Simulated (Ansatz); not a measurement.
Predict the output of the script below (Ansatz's Python interface).

`kconv_lain3.py`
```python
# -*- coding: utf-8 -*-
"""Convergence of LaIn3 with the k-point mesh."""

import csv
import warnings

import ansatz as az


def main():
    warnings.simplefilter("ignore", az.DeckWarning)

    lattice = az.Lattice.of(
        (4.77405039, 0.0, 0.0),
        (0.0, 4.77405039, 0.0),
        (0.0, 0.0, 4.77405039),
    )
    sites = [
        ("La", (0.0, 0.0, 0.0)),
        ("In", (0.5, 0.0, 0.5)),
        ("In", (0.0, 0.5, 0.5)),
        ("In", (0.5, 0.5, 0.0)),
    ]
    lain3 = az.Crystal(lattice=lattice)
    for symbol, position in sites:
        lain3 = lain3.atom(symbol, position)

    calculation = (
        lain3.calculation()
        .functional("LDA")
        .occupations(az.OccupationsMethod.FERMI_DIRAC)
        .forces()
        .stress()
    )

    rows = []
    for value in [1.0, 0.6, 0.4, 0.3]:
        rep = calculation.kpoints(spacing=value).run().report
        rows.append((value, rep["free_energy_ev"] / len(rep["lattice"]["sites"]), rep["n_iterations"], sum(rep["stress_gpa"][i][i] for i in range(3)) / 3, max(abs(f) for row in rep["forces_ev_ang"] for f in row), rep["n_kpoints"]))

    with open("kconv.csv", "w", newline="") as handle:
        writer = csv.writer(handle)
        writer.writerow(["spacing (1/A)", "F/atom (eV)", "iterations", "P (GPa)", "max component (eV/A)", "k-points"])
        writer.writerows([round(v, 5) if isinstance(v, float) else v for v in row] for row in rows)

    # differences from the last row
    for row in rows[:-1]:
        shift = 1000 * (row[1] - rows[-1][1])
        print(f"{row[0]}: {shift:+.2f} meV/atom" + ("  (within 1 meV)" if abs(shift) < 1 else ""))


if __name__ == "__main__":
    main()
```

`python kconv_lain3.py` gives:
```text
1.0: -37.13 meV/atom
0.6: +41.74 meV/atom
0.4: -7.56 meV/atom
```

File `kconv.csv` afterwards:
```csv
spacing (1/A),F/atom (eV),iterations,P (GPa),max component (eV/A),k-points
1.0,-5612.47042,6,-4.38201,0.0,4
0.6,-5612.39156,7,-3.80174,0.0,4
0.4,-5612.44086,6,-3.83645,0.0,10
0.3,-5612.43329,6,-3.9463,0.0,10
```

Forces vanish by symmetry here and test nothing. Pressure is positive in compression. This cell is a computed structure, which may not be the phase found in nature. Shifts are counted from the finest mesh, which is itself no proven limit. Finished in 5.8 s on 1 thread of Intel(R) Xeon(R) Processor @ 2.30GHz, on a shared host, peak memory 0.54 GiB.
